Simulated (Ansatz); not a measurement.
# CHGe radical: geometry and frequencies at several levels, part 2 of 2

Aim: geometry and frequencies at several levels, for CHGe radical, with the cost of each level. Spin multiplicity 2.

Ansatz 0.2.0, Gaussian bases. Earlier steps stand in the parts before.

### Step 8. Frequencies, r2SCAN-D4/def2-TZVPP

Input file input.yaml:

```yaml
crystal:
  periodic: [false, false, false]
  atoms:
    - { symbol: C, position_ang: [0.0, 0.0, -0.22918384] }
    - { symbol: Ge, position_ang: [0.0, 0.0, 1.54055819] }
    - { symbol: H, position_ang: [0.0, 0.0, -1.31137435] }
magnetization:
  spin_polarized: true
  initial_magnetization: 1
basis:
  gaussian: { orbitals: def2-TZVPP }
hamiltonian:
  xc: r2scan
  dispersion: d4
phonons: {}
```

Run with:

```bash
> ansatz run input.yaml --threads 2 --pin off --max-ram 5120MiB --backend cpu --events-out ev --progress --plain --runs-dir out
```

Log, cut to the lines that bear on the results:

```text
Warning: RAYON_NUM_THREADS=2 ignored (pool sized by the plan → 2); use --threads N
[...]
Functional definition: r2SCAN
[...]
597 factors; their error is unknown
[...]
mean field -57567.26584975 eV, -2115.5579994840 hartree, gradient 5.5e-5 eV, S^2 0.763063; 6 other end points of the search recorded, 0 dependent functions left out
[...]
reference -57567.26585861 eV, -2115.5579998095 hartree; 20, 19 occupied and 73, 74 virtual orbitals, 597 factors
[...]
597 factors; their error is unknown
mean field -57567.26584300 eV, -2115.5579992359 hartree, gradient 2.9e-6 eV, S^2 0.763064; 0 other end points of the search recorded, 0 dependent functions left out
[...]
reference -57567.26585185 eV, -2115.5579995614 hartree; 20, 19 occupied and 73, 74 virtual orbitals, 597 factors
[...]
597 factors; their error is unknown
[...]
mean field -57567.26573937 eV, -2115.5579954275 hartree, gradient 2.9e-6 eV, S^2 0.763053; 0 other end points of the search recorded, 0 dependent functions left out
[...]
reference -57567.26574822 eV, -2115.5579957530 hartree; 20, 19 occupied and 73, 74 virtual orbitals, 597 factors
[...]
597 factors; their error is unknown
mean field -57567.26573928 eV, -2115.5579954242 hartree, gradient 2.9e-6 eV, S^2 0.763073; 0 other end points of the search recorded, 0 dependent functions left out
[...]
reference -57567.26574814 eV, -2115.5579957498 hartree; 20, 19 occupied and 73, 74 virtual orbitals, 597 factors
Total energy: -57567.27404141 eV, -2115.5583005219 hartree
Atom 0 at     0.000000     0.000000    -0.229184 Å, force    -0.000000    -0.000000    -0.000316 eV/Å
Atom 1 at     0.000000     0.000000     1.540558 Å, force    -0.000000     0.000000     0.000249 eV/Å
Atom 2 at     0.000000     0.000000    -1.311374 Å, force     0.000000     0.000000     0.000067 eV/Å
Dipole moment:    -0.000000    -0.000000     0.002653 e Å
Vibrations: 436.32 523.98 880.12 3228.82 cm⁻¹, zero-point energy 0.314253 eV
```

It took 57 s on 2 threads of Intel Xeon at 2.50GHz (Skylake/Cascade Lake), shared host; peak memory 0.19 GiB.

Harmonic frequencies (cm⁻¹; negative: imaginary): 436, 524, 880, 3229.

### Step 9. Relaxation, B3LYP-D4/def2-TZVPP

Input file input.yaml:

```yaml
crystal:
  periodic: [false, false, false]
  atoms:
    - { symbol: C, position_ang: [0.0, 0.0, -0.22813727] }
    - { symbol: Ge, position_ang: [0.0, 0.0, 1.53763626] }
    - { symbol: H, position_ang: [0.0, 0.0, -1.30949899] }
magnetization:
  spin_polarized: true
  initial_magnetization: 1
basis:
  gaussian: { orbitals: def2-TZVPP }
hamiltonian:
  xc: { name: B3LYP }
  dispersion: d4
relax:
  f_tol: 0.002
  max_steps: 150
```

Run with:

```bash
> ansatz run input.yaml --threads 2 --pin off --max-ram 5120MiB --backend cpu --events-out ev --progress --plain --runs-dir out
```

Log, cut to the lines that bear on the results:

```text
Warning: RAYON_NUM_THREADS=2 ignored (pool sized by the plan → 2); use --threads N
[...]
Functional definition: B3LYP
[...]
628 factors; their error is unknown
[...]
mean field -57569.57528983 eV, -2115.6428698415 hartree, gradient 1.2e-5 eV, S^2 0.757843; 0 other end points of the search recorded, 0 dependent functions left out
[...]
reference -57569.57546324 eV, -2115.6428762143 hartree; 20, 19 occupied and 73, 74 virtual orbitals, 628 factors
relax step   1: F+E_penalty+E_count = -57569.64318094 eV  Δ(F+E_penalty+E_count) = +0.000e0 eV  max|allowed force component| = 3.479e-1 eV/Å  Δτ_max = 0.0000 Å  (36 SCF iters, accepted)
[...]
relax step   4: F+E_penalty+E_count = -57569.64449249 eV  Δ(F+E_penalty+E_count) = -6.249e-8 eV  max|allowed force component| = 2.197e-3 eV/Å  Δτ_max = 0.0001 Å  (25 SCF iters, accepted)
[...]
relax step   5: F+E_penalty+E_count = -57569.64449253 eV  Δ(F+E_penalty+E_count) = -3.618e-8 eV  max|allowed force component| = 2.815e-6 eV/Å  Δτ_max = 0.0000 Å  (27 SCF iters, accepted)
628 factors; their error is unknown
[...]
mean field -57569.57665540 eV, -2115.6429200253 hartree, gradient 1.8e-5 eV, S^2 0.758244; 4 other end points of the search recorded, 0 dependent functions left out
[...]
reference -57569.57682885 eV, -2115.6429263996 hartree; 20, 19 occupied and 73, 74 virtual orbitals, 628 factors
Total energy: -57569.64466598 eV, -2115.6454193680 hartree
Atom 0 at     0.000000    -0.000000    -0.231646 Å, force     0.000000    -0.000000    -0.000003 eV/Å
Atom 1 at    -0.000000     0.000000     1.543036 Å, force    -0.000000     0.000000     0.000002 eV/Å
Atom 2 at    -0.000000     0.000000    -1.311390 Å, force    -0.000000     0.000000     0.000001 eV/Å
Dipole moment:     0.000000    -0.000000     0.046268 e Å
```

Wall time 20 s (2 threads of Intel Xeon at 2.50GHz (Skylake/Cascade Lake), shared host); peak memory 0.18 GiB.

Step by step:

| step | E - E(step 1) (eV) | largest force component (eV/Å) |
| --- | --- | --- |
| 1 | 0.0000 | 0.3479 |
| 2 | -0.0012 | 0.1114 |
| 3 | -0.0013 | 0.0021 |
| 4 | -0.0013 | 0.0022 |
| 5 | -0.0013 | 0.0000 |

Step 1 is the start.

Before: Bond lengths: C1–Ge2 1.766 Å, C1–H3 1.081 Å. Angles: Ge2–C1–H3 180.0°.

After: Bond lengths: C1–Ge2 1.775 Å, C1–H3 1.080 Å. Angles: Ge2–C1–H3 180.0°.

### Step 10. Frequencies, B3LYP-D4/def2-TZVPP

Input file input.yaml:

```yaml
crystal:
  periodic: [false, false, false]
  atoms:
    - { symbol: C, position_ang: [0.0, 0.0, -0.23164584] }
    - { symbol: Ge, position_ang: [0.0, 0.0, 1.54303572] }
    - { symbol: H, position_ang: [0.0, 0.0, -1.31138988] }
magnetization:
  spin_polarized: true
  initial_magnetization: 1
basis:
  gaussian: { orbitals: def2-TZVPP }
hamiltonian:
  xc: { name: B3LYP }
  dispersion: d4
phonons: {}
```

Run with:

```bash
> ansatz run input.yaml --threads 2 --pin off --max-ram 5120MiB --backend cpu --events-out ev --progress --plain --runs-dir out
```

Log, cut to the lines that bear on the results:

```text
Warning: RAYON_NUM_THREADS=2 ignored (pool sized by the plan → 2); use --threads N
[...]
Functional definition: B3LYP
[...]
628 factors; their error is unknown
[...]
mean field -57569.57665540 eV, -2115.6429200253 hartree, gradient 3.9e-5 eV, S^2 0.758244; 4 other end points of the search recorded, 0 dependent functions left out
[...]
reference -57569.57682885 eV, -2115.6429263996 hartree; 20, 19 occupied and 73, 74 virtual orbitals, 628 factors
[...]
628 factors; their error is unknown
mean field -57569.57665024 eV, -2115.6429198358 hartree, gradient 2.4e-6 eV, S^2 0.758244; 0 other end points of the search recorded, 0 dependent functions left out
[...]
reference -57569.57682370 eV, -2115.6429262101 hartree; 20, 19 occupied and 73, 74 virtual orbitals, 628 factors
[...]
628 factors; their error is unknown
[...]
mean field -57569.57653794 eV, -2115.6429157088 hartree, gradient 2.3e-6 eV, S^2 0.758237; 0 other end points of the search recorded, 0 dependent functions left out
[...]
reference -57569.57671133 eV, -2115.6429220808 hartree; 20, 19 occupied and 73, 74 virtual orbitals, 628 factors
[...]
628 factors; their error is unknown
mean field -57569.57655044 eV, -2115.6429161682 hartree, gradient 2.3e-6 eV, S^2 0.758250; 0 other end points of the search recorded, 0 dependent functions left out
[...]
reference -57569.57672396 eV, -2115.6429225447 hartree; 20, 19 occupied and 73, 74 virtual orbitals, 628 factors
Total energy: -57569.64466598 eV, -2115.6454193680 hartree
Atom 0 at     0.000000     0.000000    -0.231646 Å, force     0.000000    -0.000000    -0.000004 eV/Å
Atom 1 at     0.000000     0.000000     1.543036 Å, force    -0.000000     0.000000     0.000002 eV/Å
Atom 2 at     0.000000     0.000000    -1.311390 Å, force    -0.000000     0.000000     0.000002 eV/Å
Dipole moment:     0.000000    -0.000000     0.046268 e Å
Vibrations: 458.54 508.12 872.93 3240.04 cm⁻¹, zero-point energy 0.314897 eV
```

Run time: 50 s. Hardware: 2 threads of Intel Xeon at 2.50GHz (Skylake/Cascade Lake), shared host; peak memory 0.18 GiB.

Harmonic frequencies (cm⁻¹; negative: imaginary): 459, 508, 873, 3240.

### Step 11. Relaxation, B2PLYP/def2-TZVPP

Input file input.yaml:

```yaml
crystal:
  periodic: [false, false, false]
  atoms:
    - { symbol: C, position_ang: [0.0, 0.0, -0.22813727] }
    - { symbol: Ge, position_ang: [0.0, 0.0, 1.53763626] }
    - { symbol: H, position_ang: [0.0, 0.0, -1.30949899] }
magnetization:
  spin_polarized: true
  initial_magnetization: 1
basis:
  gaussian: { orbitals: def2-TZVPP }
hamiltonian:
  xc: { name: B2PLYP }
relax:
  f_tol: 0.002
  max_steps: 150
```

Run with:

```bash
> ansatz run input.yaml --threads 2 --pin off --max-ram 5120MiB --backend cpu --events-out ev --progress --plain --runs-dir out
```

Log, cut to the lines that bear on the results:

```text
Warning: RAYON_NUM_THREADS=2 ignored (pool sized by the plan → 2); use --threads N
[...]
Functional definition: B2PLYP
[...]
640 factors; integrals over basis functions are off by at most 3.0e-4 eV
[...]
mean field -57553.97664629 eV, -2115.0696302645 hartree, gradient 6.6e-6 eV, S^2 0.798134; 2 other end points of the search recorded, 0 dependent functions left out
10 core orbitals not correlated: weight in the atoms' cores, before any rotation towards them, 1.000 or more for the frozen orbitals, at most 0.000 for the correlated occupied ones
reference -57553.97675634 eV, -2115.0696343088 hartree; 10, 9 occupied and 73, 74 virtual orbitals, 640 factors
second order -12.15208306 eV of doubles, -0.00000000 eV of singles
[...]
relax step   1: F+E_penalty+E_count = -57557.25770871 eV  Δ(F+E_penalty+E_count) = +0.000e0 eV  max|allowed force component| = 1.295e-1 eV/Å  Δτ_max = 0.0000 Å  (85 SCF iters, accepted)
[...]
640 factors; integrals over basis functions are off by at most 3.0e-4 eV
[...]
mean field -57553.97768244 eV, -2115.0696683424 hartree, gradient 1.7e-6 eV, S^2 0.796201; 3 other end points of the search recorded, 0 dependent functions left out
10 core orbitals not correlated: weight in the atoms' cores, before any rotation towards them, 1.000 or more for the frozen orbitals, at most 0.000 for the correlated occupied ones
reference -57553.97779241 eV, -2115.0696723836 hartree; 10, 9 occupied and 73, 74 virtual orbitals, 640 factors
second order -12.14958271 eV of doubles, -0.00000000 eV of singles
[...]
Total energy: -57557.25817974 eV, -2115.1902243946 hartree
Atom 0 at    -0.000000    -0.000000    -0.228530 Å, force     0.000000     0.000000     0.000614 eV/Å
Atom 1 at     0.000000     0.000000     1.534776 Å, force    -0.000000     0.000000    -0.000258 eV/Å
Atom 2 at     0.000000     0.000000    -1.306246 Å, force    -0.000000    -0.000000    -0.000356 eV/Å
Dipole moment:     0.000000     0.000000     0.040889 e Å
```

It took 44 s on 2 threads of Intel Xeon at 2.50GHz (Skylake/Cascade Lake), shared host; peak memory 0.26 GiB.

Relaxation path:

```csv
step,E - E(step 1) (eV),largest force component (eV/Å)
1,0.0000,0.1295
2,-0.0003,0.0339
3,-0.0004,0.0006
```

Step 1 is the start.

Before: Bond lengths: C1–Ge2 1.766 Å, C1–H3 1.081 Å. Angles: Ge2–C1–H3 180.0°.

After: Bond lengths: C1–Ge2 1.763 Å, C1–H3 1.078 Å. Angles: Ge2–C1–H3 180.0°.

### Step 12. Geometries side by side

```tsv
level	C1–Ge2 (Å)	rotational constants (MHz)	dipole (D)	highest frequency (cm⁻¹)	CPU time
PBE0-D4/def2-TZVPP	1.7658	12983	0.16	3259	29 s
PBE-D4/def2-TZVPP	1.7865	12690	0.13	3155	31 s
r2SCAN-D4/def2-TZVPP	1.7697	12927	0.01	3229	74 s
B3LYP-D4/def2-TZVPP	1.7747	12865	0.22	3240	37 s
B2PLYP/def2-TZVPP	1.7633	13023	0.20	-	79 s
```

Constants are for the commonest isotopes at the equilibrium geometry; times are CPU times of the relaxations.

### Step 13. What came out

What follows sums up all 2 parts.

```
                          quantity             value
       C1–Ge2 at B2PLYP/def2-TZVPP           1.763 Å
frequencies at B3LYP-D4/def2-TZVPP  459 to 3240 cm⁻¹
```

**Reading.** The C1–Ge2 distance spreads over 0.023 Å, from B2PLYP/def2-TZVPP (shortest) to PBE-D4/def2-TZVPP. No mode is imaginary, so the geometry is a minimum.
